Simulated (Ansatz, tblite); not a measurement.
# Al(AsH3)H3 (AlAsH₆): rung by rung

The task here is to estimate one member of a computed series from the others.

Computed with Ansatz 0.2.0, Gaussian basis. Level: as each input shows.

The runs, in order: GFN1-xTB, GFN2-xTB, PBE-D4/def2-TZVP, r2SCAN-D4/def2-TZVP, PBE-QIDH/def2-TZVP, HF/def2-TZVP, r2SCAN0-D4/def2-TZVP, revPBE-D4/def2-TZVP, LC-ωPBE/def2-TZVP, B3LYP-D4/def2-TZVP, BHLYP-D4/def2-TZVP, PBE-D4/def2-SVP, PBE0-D4/def2-SVP, CCSD(T)/def2-TZVPP, MP2/def2-TZVP, RPA/def2-TZVP.

## The geometry

The singlet was relaxed beforehand with r2SCAN-D4/def2-TZVP.

8 atoms, charge 0, spin multiplicity 1.

Bond lengths: Al1–As2 2.616 Å, Al1–H6 1.595 Å, Al1–H7 1.596 Å, Al1–H8 1.596 Å, As2–H3 1.507 Å, As2–H4 1.507 Å, As2–H5 1.507 Å. Angles: As2–Al1–H6 96.7°, As2–Al1–H7 96.6°, As2–Al1–H8 96.7°, H6–Al1–H7 118.7°, H6–Al1–H8 118.7°, H7–Al1–H8 118.7°, Al1–As2–H3 120.0°, Al1–As2–H4 120.2°, Al1–As2–H5 120.1°, H3–As2–H4 97.0°, H3–As2–H5 97.0°, H4–As2–H5 97.0°.

PBE0-D4/def2-TZVP was run before; its log isn't repeated, and its numbers join the tables.

The first run:

Tight binding, by tblite at 300 K electronic temperature and without a spin-polarisation term:

```python
tblite.interface.Calculator('GFN1-xTB', numbers, positions, charge=0, uhf=0).singlepoint()
```

Tight binding, by tblite at 300 K electronic temperature and without a spin-polarisation term:

```python
tblite.interface.Calculator('GFN2-xTB', numbers, positions, charge=0, uhf=0).singlepoint()
```

start.molden holds the orbitals of an earlier run on this state, given as this run's starting guess.

Contents of in.yaml:

```yaml
crystal:
  periodic: [false, false, false]
  atoms:
    - {symbol: Al, position_ang: [-0.004478, 0.010505, -1.521968]}
    - {symbol: As, position_ang: [0.003582, -0.008741, 1.093666]}
    - {symbol: H, position_ang: [0.735698, 1.067198, 1.853458]}
    - {symbol: H, position_ang: [0.575564, -1.184921, 1.842200]}
    - {symbol: H, position_ang: [-1.294688, 0.079880, 1.853315]}
    - {symbol: H, position_ang: [1.578210, -0.054188, -1.713020]}
    - {symbol: H, position_ang: [-0.739786, 1.416327, -1.692280]}
    - {symbol: H, position_ang: [-0.854102, -1.326062, -1.715362]}
basis:
  gaussian: {orbitals: def2-TZVP, initial_orbitals: start.molden}
hamiltonian: {xc: pbe, dispersion: d4}
scf: {omitted_lower_state_checks: [starts]}
output: {forces: true, orbitals: {seedname: orbitals}}
```

Started as:

```
$ ansatz run in.yaml --threads 4 --pin off --events-out ev --progress --plain --max-ram 3916MiB
```

Among the steps run: PBE-D4/def2-TZVP; r2SCAN-D4/def2-TZVP; PBE-QIDH/def2-TZVP; HF/def2-TZVP; r2SCAN0-D4/def2-TZVP; revPBE-D4/def2-TZVP; LC-ωPBE/def2-TZVP; B3LYP-D4/def2-TZVP; BHLYP-D4/def2-TZVP; PBE-D4/def2-SVP; PBE0-D4/def2-SVP; CCSD(T)/def2-TZVPP; MP2/def2-TZVP; RPA/def2-TZVP.

One table of the session follows, with a row left open; its other results are not shown here.

It belongs to the step «Binding energy». 

```
              method  binding an atom (eV)
        HF/def2-TZVP                 1.762
       HF/def2-TZVPP                 1.766
     PBE-D4/def2-SVP                 2.375
    PBE-D4/def2-TZVP                 2.373
 revPBE-D4/def2-TZVP                 2.346
 r2SCAN-D4/def2-TZVP                     ?
  B3LYP-D4/def2-TZVP                 2.439
    PBE0-D4/def2-SVP                 2.368
   PBE0-D4/def2-TZVP                 2.367
r2SCAN0-D4/def2-TZVP                 2.400
  BHLYP-D4/def2-TZVP                 2.412
   LC-ωPBE/def2-TZVP                 2.366
       MP2/def2-TZVP                 2.234
     CCSD/def2-TZVPP                 2.365
  CCSD(T)/def2-TZVPP                 2.381
```

Q: Estimate the row for r2SCAN-D4/def2-TZVP from the others.

As computed: binding an atom (eV): 2.417. In the column «binding an atom (eV)» it lies between BHLYP-D4/def2-TZVP (2.412) and B3LYP-D4/def2-TZVP (2.439).

To keep in mind: Free atoms were run apart at each level; binding is atoms less cluster, divided by the number of atoms, without zero-point or spin-orbit terms.
